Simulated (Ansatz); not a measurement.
**FH3MoO4: geometry optimisation**

The task is to find a stationary geometry of FH3MoO4.

Program: Ansatz 0.2.0, Gaussian basis. Level of theory: RKS PBE0-D4/def2-TZVP. These are calculated values, not measurements.

Levels to be run: relaxation at PBE0-D4/def2-TZVP.

1 further run of the same task is left out (set aside as unsound or not needed).

## Step 1: Starting geometry

SMILES `[O]=[Mo]([OH])([OH])([OH])[F]`, 9 atoms, charge 0, spin multiplicity 1.

Atoms are counted from 1 here; the program's logs count them from 0.

Bond lengths: O1–Mo2 1.651 Å, Mo2–O3 1.769 Å, Mo2–O4 1.765 Å, Mo2–O5 1.768 Å, Mo2–F6 1.854 Å, O3–H7 0.960 Å, O4–H8 0.958 Å, O5–H9 0.960 Å. Angles: O1–Mo2–O3 103.6°, O1–Mo2–O4 105.2°, O1–Mo2–O5 103.6°, O1–Mo2–F6 100.4°, O3–Mo2–O4 90.1°, O3–Mo2–O5 151.7°, O3–Mo2–F6 83.8°, O4–Mo2–O5 90.1°, O4–Mo2–F6 154.4°, O5–Mo2–F6 83.8°, Mo2–O3–H7 160.9°, Mo2–O4–H8 173.4°, Mo2–O5–H9 161.5°.

The start is a GFN2-xTB geometry. Mo takes the def2 core potential; no spin-orbit term is included.

## Step 2: Relaxation at PBE0-D4/def2-TZVP

in.yaml reads:

```yaml
crystal:
  periodic: [false, false, false]
  atoms:
    - {symbol: O, position_ang: [-1.715500, -0.659570, -0.084430]}
    - {symbol: Mo, position_ang: [-0.203280, -0.029490, 0.118050]}
    - {symbol: O, position_ang: [0.702610, -1.351400, 0.866080]}
    - {symbol: O, position_ang: [0.627600, -0.320790, -1.411250]}
    - {symbol: O, position_ang: [-0.402490, 1.674680, -0.309510]}
    - {symbol: F, position_ang: [-0.332880, 0.599140, 1.857380]}
    - {symbol: H, position_ang: [1.004640, -1.990720, 1.515340]}
    - {symbol: H, position_ang: [0.983480, -0.519630, -2.278310]}
    - {symbol: H, position_ang: [-0.664170, 2.597770, -0.273350]}
basis:
  gaussian: {orbitals: def2-TZVP}
hamiltonian: {xc: pbe0, dispersion: d4}
relax: {f_tol: 0.005, max_steps: 150}
```

Run with:

```bash
ansatz run in.yaml --threads 2 --pin off --events-out ev --progress --plain --max-ram 32768MiB --backend cuda --devices 0, --max-vram 18GiB
```

**Question.** What will the summary of the whole plan be? Wanted: point group; shift from the start; total energy; dispersion term; dipole moment.

The runs gave:

```
                  quantity           value
               point group              Cs
                     steps              21
shift from the start (rms)         0.411 Å
              total energy  -12808.2396 eV
           dispersion term        -174 meV
             dipole moment          3.06 D
```

In words: The atoms moved 0.41 Å (rms) from the start; the bond that changed most is Mo2–O5, from 1.768 to 1.881 Å. No vibrations were run, so it is not proven to be a minimum. The largest Mulliken charge, +1.87 e, sits on Mo2.
